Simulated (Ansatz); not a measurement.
**VCl₃O: geometry and frequencies at several levels**

The task here is to estimate one member of a computed series from the others.

Computed with Ansatz 0.2.0 (the levels named in each step, unless a step's input says otherwise).

## The system as given

Bond lengths: O1–V2 1.519 Å, V2–Cl3 2.004 Å, V2–Cl4 2.005 Å, V2–Cl5 2.004 Å. Angles: O1–V2–Cl3 110.2°, O1–V2–Cl4 110.1°, O1–V2–Cl5 110.2°, Cl3–V2–Cl4 108.8°, Cl3–V2–Cl5 108.8°, Cl4–V2–Cl5 108.8°.

Coordinates:

```xyz
5

O     0.0213   -0.0090    1.8022
V     0.0029   -0.0014    0.2838
Cl   -0.9583   -1.6200   -0.4037
Cl    1.8766   -0.0123   -0.4289
Cl   -0.9325    1.6387   -0.3884
```

Set-up of the first run:

File input.yaml:

```yaml
crystal:
  periodic: [false, false, false]
  atoms:
    - { symbol: O, position_ang: [0.02128, -0.00896, 1.80217] }
    - { symbol: V, position_ang: [0.00294, -0.00142, 0.28376] }
    - { symbol: Cl, position_ang: [-0.95834, -1.61996, -0.40375] }
    - { symbol: Cl, position_ang: [1.87658, -0.01231, -0.42891] }
    - { symbol: Cl, position_ang: [-0.93245, 1.63872, -0.38836] }
basis:
  gaussian: { orbitals: def2-SVP }
hamiltonian:
  xc: pbe
  dispersion: d4
relax:
  f_tol: 0.03
  max_steps: 200
```

Started as:

```
$ ansatz run input.yaml --threads 4 --pin off --max-ram 10240MiB --backend cpu --events-out ev --progress --plain --runs-dir out
```

Steps of the session up to this table: A rough first relaxation, PBE-D4/def2-SVP; Relaxation, HF/STO-3G; Frequencies, HF/STO-3G; Relaxation, HF/def2-SVP; Frequencies, HF/def2-SVP; Relaxation, LDA/def2-SVP; Frequencies, LDA/def2-SVP; Relaxation, PBE-D4/def2-SVP; Frequencies, PBE-D4/def2-SVP.

One of the session's tables, all rows but one given; the rest of the session is left out.

```
          level  O1–V2 (Å)  V2–Cl3 (Å)  V2–Cl4 (Å)  dipole (D)  highest frequency (cm⁻¹)
      HF/STO-3G     1.4659      2.1076      2.1076        1.34                      1640
    HF/def2-SVP     1.4758      2.1422      2.1422        0.02                      1341
   LDA/def2-SVP          ?           ?           ?           ?                         ?
PBE-D4/def2-SVP     1.5581      2.1467      2.1467        0.60                      1113
```

Q: Estimate the row for LDA/def2-SVP from the others.

The run gave: O1–V2 (Å): 1.5446; V2–Cl3 (Å): 2.1106; V2–Cl4 (Å): 2.1106; dipole (D): 0.77; highest frequency (cm⁻¹): 1150. In the column «O1–V2 (Å)» it lies between HF/def2-SVP (1.4758) and PBE-D4/def2-SVP (1.5581).
